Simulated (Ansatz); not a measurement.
# B₂O: a line through an energy map, part 2 of 2

Aim: follow the energy of B2O (P-3m1, No. 164; 6 atoms in the cell) along one coordinate, volume per atom at fixed shape, with the other held at shift of B3 along [0 0 1] = 0.113 Å.

Ansatz 0.2.0; DFT PBE+D3(BJ), scalar-relativistic, plane waves, PAW. Earlier steps stand in the parts before.

### 11 Point (0.113 Å, 9.812 Å³)

input.yaml

```yaml
crystal:
  lattice:
    - [2.614958379, 0.0, 0.0]
    - [-1.3074791895, 2.264620386, 0.0]
    - [0.0, 0.0, 9.9414239964]
  atoms:
    - { symbol: B, position: [0.0, 0.0, 0.4099026039] }
    - { symbol: B, position: [0.0, 0.0, 0.5900973961] }
    - { symbol: B, position: [0.6666666667, 0.3333333333, 0.0410639789] }
    - { symbol: B, position: [0.3333333333, 0.6666666667, 0.9589360211] }
    - { symbol: O, position: [0.6666666667, 0.3333333333, 0.3525784977] }
    - { symbol: O, position: [0.3333333333, 0.6666666667, 0.6474215023] }
basis:
  ecutwfc: 520.0
kpoints:
  mp_grid: { grid: [18, 18, 4] }
hamiltonian:
  xc: pbe
  dispersion: d3bj
scf:
  occupations: { method: gaussian, width: 0.15 }
output:
  forces: true
  stress: true
  eigenvalues: true
```

The run is started by

```console
$ ansatz run input.yaml --threads 2 --pin off --max-ram 4096MiB --backend cpu --events-out ev --progress --plain --runs-dir out
```

Output (excerpt; [...] marks lines left out):

```text
[...]
SCF converged after 7 iterations
Free energy (F): -1756.629402 eV
[...]
E sigma→0 (E₀):  -1756.620726 eV
Entropy (-TS):   -0.017352 eV (-2.892 meV/atom)
Fermi energy:    6.501941 eV
[...]
--- Forces (eV/Å), atoms counted from 1 ---
  atom   1  B      0.00000000     0.00000000     0.15519472
  atom   2  B      0.00000000    -0.00000000    -0.15519472
  atom   3  B     -0.00000000    -0.00000000    -2.05448089
  atom   4  B      0.00000000     0.00000000     2.05448089
  atom   5  O      0.00000000     0.00000000     0.64835101
  atom   6  O     -0.00000000    -0.00000000    -0.64835101
[...]
--- Stress (GPa, compression-positive) ---
      -22.613129       0.000000      -0.000000
       -0.000000     -22.613129      -0.000000
       -0.000000       0.000000     -10.586703
  P = ⅓ Tr σ = -18.6043 GPa (-186.043 kbar)
--- Band table (eV; the first three rows and the last of 138) ---
  k-point 0: bands = ["-17.4258", "-16.9734", "-6.2807", "-4.4673", "-0.4798", "0.5300", "0.5300", "0.6227", "0.6227", "1.9590", "3.9155", "8.2615", "9.5301", "10.4243", "10.4529", "10.4529", "11.7887", "11.7887"]
[...]
```

Wall time 5.1 s (2 threads of Arm Neoverse V1, shared host); peak memory 0.43 GiB.

Energy on the map's scale: 93 meV/atom.

### 12 Changing settings: mp_grid.shift [0.5, 0.5, 0.5], mixing.algorithm anderson, mixing.beta 0.3, mixing.ndim 2

Changes to input.yaml since step 11:

```diff
@@ -15,3 +15,3 @@
 kpoints:
-  mp_grid: { grid: [18, 18, 4] }
+  mp_grid: { grid: [18, 18, 4], shift: [0.5, 0.5, 0.5] }
 hamiltonian:
@@ -21,5 +21,6 @@
   occupations: { method: gaussian, width: 0.15 }
+  mixing: { algorithm: anderson, beta: 0.3, ndim: 2 }
 output:
   forces: true
+  eigenvalues: true
   stress: true
-  eigenvalues: true
```

The run is started by

```console
$ ansatz run input.yaml --threads 2 --pin off --max-ram 4096MiB --backend cpu --events-out ev --progress --plain --runs-dir out
```

Output (excerpt; [...] marks lines left out):

```text
Warning: crystal.symmetry: narrowed to the stabiliser of the k-point mesh — unitary ops 12 → 4; excluded 8 operations that carry a point of the 18×18×4 mesh (shift [0.5, 0.5, 0.5]) off the mesh (the run samples exactly the mesh kpoints.mp_grid names, as under crystal.symmetry.detect: [...]
Warning: RAYON_NUM_THREADS=2 ignored (pool sized by the plan → 2); use --threads N
[...]
[... 4 set-up lines as earlier in the session ...]
[...]
Crystal: 6 atoms, lattice volume = 58.872 Å³
Basis set: ecut = 520 eV, 1561 PW (Γ), exchange–correlation on 40×40×150 points (8 copies of the dense FFT grid, shifted against one another)
Bands: 18, of which v1, the nominal top of the filled ones, is band 12 counted from 1 (11 counted from 0)
Symmetry: 4 space group operations
k-points: 342 of 1296
[...]
Free energy (F): -1756.637315 eV
[...]
E sigma→0 (E₀):  -1756.632438 eV
Entropy (-TS):   -0.009755 eV (-1.626 meV/atom)
Fermi energy:    6.557152 eV
[...]
--- Forces (eV/Å), atoms counted from 1 ---
  atom   1  B      0.00000149    -0.00000086     0.15641943
  atom   2  B     -0.00000149     0.00000086    -0.15641943
  atom   3  B      0.00448019    -0.00258664    -2.12965681
  atom   4  B     -0.00448019     0.00258664     2.12965681
  atom   5  O     -0.00001881     0.00001086     0.64698030
  atom   6  O      0.00001881    -0.00001086    -0.64698030
[...]
--- Stress (GPa, compression-positive) ---
      -22.632868       0.169095       0.009709
        0.169095     -22.437614      -0.005606
        0.009710      -0.005606     -10.751918
  P = ⅓ Tr σ = -18.6075 GPa (-186.075 kbar)
--- Band table (eV; the first three rows and the last of 342) ---
  k-point 0: bands = ["-17.3991", "-16.9494", "-6.1976", "-4.4343", "-0.4371", "0.3299", "0.4125", "0.4993", "0.5688", "1.9500", "4.0216", "8.2451", "9.7070", "10.2282", "10.3375", "10.4651", "11.7798", "11.8497"]
[...]
```

It took 16 s on 2 threads of Arm Neoverse V1, shared host; peak memory 0.62 GiB.

| run | ending | energy change | pressure (GPa) | gap (eV) | force (eV/Å) | cycles | time |
| --- | --- | --- | --- | --- | --- | --- | --- |
| step 11 | converged | 0 | -18.6 | 0.00 | 2.05 | 7 | 5.1 s |
| variant | converged | -1.3 meV/atom | -18.6 | 0.00 | 2.13 | 11 | 16 s |

Changing the k-point mesh and mixing moves the energy by -1.3 meV/atom, and the largest force goes from 2.05 to 2.13 eV/Å. Sampling errors of the energy have no fixed sign. Of the settings changed, the mesh is the one that moves energies this far. Cost: 11 SCF cycles against 7, 16 s against 5.1 s.

### 13 Point (0.113 Å, 10.065 Å³)

Changes to input.yaml since step 11:

```diff
@@ -2,5 +2,5 @@
   lattice:
-    - [2.614958379, 0.0, 0.0]
-    - [-1.3074791895, 2.264620386, 0.0]
-    - [0.0, 0.0, 9.9414239964]
+    - [2.6372432779, 0.0, 0.0]
+    - [-1.318621639, 2.2839196747, 0.0]
+    - [0.0, 0.0, 10.0261456621]
   atoms:
```

The run is started by

```console
$ ansatz run input.yaml --threads 2 --pin off --max-ram 4096MiB --backend cpu --events-out ev --progress --plain --runs-dir out
```

Output (excerpt; [...] marks lines left out):

```text
[...]
SCF converged after 8 iterations
Free energy (F): -1756.441405 eV
[...]
E sigma→0 (E₀):  -1756.432535 eV
Entropy (-TS):   -0.017740 eV (-2.957 meV/atom)
Fermi energy:    6.207151 eV
[...]
--- Forces (eV/Å), atoms counted from 1 ---
  atom   1  B      0.00000000     0.00000000     0.19416838
  atom   2  B      0.00000000    -0.00000000    -0.19416838
  atom   3  B      0.00000000    -0.00000000    -2.25738270
  atom   4  B     -0.00000000     0.00000000     2.25738270
  atom   5  O      0.00000000    -0.00000000     0.80128405
  atom   6  O      0.00000000     0.00000000    -0.80128405
[...]
--- Stress (GPa, compression-positive) ---
      -25.313972       0.000000      -0.000000
        0.000000     -25.313972       0.000000
       -0.000000      -0.000000     -12.369789
  P = ⅓ Tr σ = -20.9992 GPa (-209.992 kbar)
--- Band table (eV; the first three rows and the last of 138) ---
  k-point 0: bands = ["-17.4638", "-17.0349", "-6.3905", "-4.5619", "-0.6131", "0.3319", "0.3319", "0.4229", "0.4229", "1.7765", "3.6526", "7.9860", "8.9796", "9.9140", "10.0811", "10.0811", "11.4005", "11.4005"]
[...]
```

It took 5.6 s on 2 threads of Arm Neoverse V1, shared host; peak memory 0.43 GiB.

Energy on the map's scale: 124 meV/atom.

### 14 The line in numbers

The summary covers parts 1 to 2.

```
volume per atom at fixed shape (Å³)  step  energy (meV/atom)  slope (meV/atom per Å³)  pressure (GPa)  largest force on an atom (eV/Å)
                              7.784     3                 73                     −148            23.7                             1.52
                              8.038     4                 43                      −96            15.3                             1.14
                              8.291     5                 24                      −51             8.1                             0.80
                              8.545     6                 16                      −12             1.9                             0.68
                              8.798     7                 18                       22            −3.5                             1.01
                              9.052     8                 27                       51            −8.2                             1.31
                              9.305     9                 43                       76           −12.2                             1.58
                              9.558    10                 65                       98           −15.7                             1.83
                              9.812    11                 93                      116           −18.6                             2.05
                             10.065    13                124                      131           −21.0                             2.26
                             10.319     –                159                      144           −23.0                             2.44
```

Energies count from the relaxed crystal. Rows without a step come from runs not printed here or follow by symmetry. Slopes come from the forces (and the stress, where the cell changes), not from differences of energies.

| run | outcome |
| --- | --- |
| step 12, run with mp_grid.shift [0.5, 0.5, 0.5], mixing.algorithm anderson, mixing.beta 0.3, mixing.ndim 2 (against step 11) | -1.3 meV/atom; the largest force goes from 2.05 to 2.13 eV/Å |

In words: Along the line the energy is lowest at 8.545 Å³, 16 meV/atom from the zero. A fit to energies and slopes at the lowest point and its two neighbours puts the minimum at 8.6294 Å³, with a curvature of about 140 meV/atom per (Å³)². V·d²E/dV² there is about 190 GPa, a bulk modulus under this line's constraint. The highest point computed, at 10.319 Å³, lies 143 meV/atom above the lowest. This is one cut through a surface in two coordinates; the map's lowest point lies off it. With the other coordinates free, the energies away from the reference would be the same or lower. Spin polarisation is off in the runs that give these values; a magnetic solution could lie lower.
